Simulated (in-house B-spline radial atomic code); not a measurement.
# Ge: a fraction of an electron added to 4p

Aim: the energy of Ge as a fraction of an electron is added to 4p, to see how far it bends away from a straight line.

Method: scalar-relativistic (spin-free one-electron X2C) LDA (Slater, VWN5), spin-polarised, spherical fractional occupations, Fermi nucleus, basis-set limit. Code: in-house B-spline radial atomic code version 1.

**1. The system**

| Quantity | Value |
| --- | --- |
| element | germanium (Z = 32) |
| charge | 0 |
| electrons | 32 |
| configuration | [Ar] 3d10 4s2 4p2 |
| Hamiltonian | scalar-relativistic (X2C) |
| nucleus | Fermi, rms radius 4.074 fm |

The outer shells:

[Ar] 3d10 4s2 4p2
```
[Ar] core
3d [↑↓][↑↓][↑↓][↑↓][↑↓]
4s [↑↓]
4p [↑ ][↑ ][  ]
```

Where spins are not typed, each open shell is filled with up spins first.

**2. The start, at fraction 0**

Settings, as recorded:

```ini
Z = 32
electrons = 32.0
configuration = [Ar] 3d10 4s2 4p2
hamiltonian = x2c
method = lda,vwn
spin_polarised = True
nucleus = fermi
rms_radius = 4.0742
mass_number = 74
atomic_mass = 73.92117776
speed_of_light = 137.035999084
```

**3. 0.1 electron added to 4p**

The settings differ from step 2 so:

```diff
@@ -1,4 +1,4 @@
 Z = 32
-electrons = 32.0
-configuration = [Ar] 3d10 4s2 4p2
+electrons = 32.1
+configuration = [Ar] 3d10 4s2 4p2.1
 hamiltonian = x2c
```

**4. 0.2 electron added to 4p**

The settings differ from step 3 so:

```diff
@@ -1,4 +1,4 @@
 Z = 32
-electrons = 32.1
-configuration = [Ar] 3d10 4s2 4p2.1
+electrons = 32.2
+configuration = [Ar] 3d10 4s2 4p2.2
 hamiltonian = x2c
```

**5. 0.3 electron added to 4p**

The settings differ from step 4 so:

```diff
@@ -1,4 +1,4 @@
 Z = 32
-electrons = 32.2
-configuration = [Ar] 3d10 4s2 4p2.2
+electrons = 32.3
+configuration = [Ar] 3d10 4s2 4p2.3
 hamiltonian = x2c
```

**6. 0.4 electron added to 4p**

The settings differ from step 5 so:

```diff
@@ -1,4 +1,4 @@
 Z = 32
-electrons = 32.3
-configuration = [Ar] 3d10 4s2 4p2.3
+electrons = 32.4
+configuration = [Ar] 3d10 4s2 4p2.4
 hamiltonian = x2c
```

**7. 0.5 electron added to 4p**

The settings differ from step 6 so:

```diff
@@ -1,4 +1,4 @@
 Z = 32
-electrons = 32.4
-configuration = [Ar] 3d10 4s2 4p2.4
+electrons = 32.5
+configuration = [Ar] 3d10 4s2 4p2.5
 hamiltonian = x2c
```

**8. 0.6 electron added to 4p**

The settings differ from step 7 so:

```diff
@@ -1,4 +1,4 @@
 Z = 32
-electrons = 32.5
-configuration = [Ar] 3d10 4s2 4p2.5
+electrons = 32.6
+configuration = [Ar] 3d10 4s2 4p2.6
 hamiltonian = x2c
```

**9. 0.7 electron added to 4p**

The settings differ from step 8 so:

```diff
@@ -1,4 +1,4 @@
 Z = 32
-electrons = 32.6
-configuration = [Ar] 3d10 4s2 4p2.6
+electrons = 32.7
+configuration = [Ar] 3d10 4s2 4p2.7
 hamiltonian = x2c
```

**10. 0.8 electron added to 4p**

The settings differ from step 9 so:

```diff
@@ -1,4 +1,4 @@
 Z = 32
-electrons = 32.7
-configuration = [Ar] 3d10 4s2 4p2.7
+electrons = 32.8
+configuration = [Ar] 3d10 4s2 4p2.8
 hamiltonian = x2c
```

**Question.** How does the energy change with the fraction, and which way and how far does it bend from the straight line between the ends?

**Answer**, as computed:

| fraction | energy change (eV) | less the straight line (eV) | level 4p up (eV) | sum of <r²> (bohr²) |
| --- | --- | --- | --- | --- |
| 0 | 0.0000 | 0.0000 | -4.476 | 40.635 |
| 0.1 | -0.4147 | -0.2119 | -3.821 | 42.371 |
| 0.2 | -0.7647 | -0.3590 | -3.183 | 44.245 |
| 0.3 | -1.0519 | -0.4434 | -2.564 | 46.284 |
| 0.4 | -1.2783 | -0.4669 | -1.966 | 48.522 |
| 0.5 | -1.4460 | -0.4317 | -1.392 | 51.009 |
| 0.6 | -1.5574 | -0.3403 | -0.842 | 53.818 |
| 0.7 | -1.6153 | -0.1954 | -0.321 | 57.068 |
| 0.8 | -1.6228 | 0.0000 | 0.166 | 60.982 |

What this shows: From fraction 0 to 0.8 the energy changes by -1.623 eV. It sags under the straight line by up to 0.47 eV (at 0.4); exact theory is straight between whole electron numbers, so this convex bend is an error (delocalisation) that favours fractional charges. From fraction 0.8 on, a level is unbound or reaches the edge of the box, so those points hang on the box (radius 50.0 bohr). The path stops at 0.8, so the line is drawn to that point and not to a whole electron.
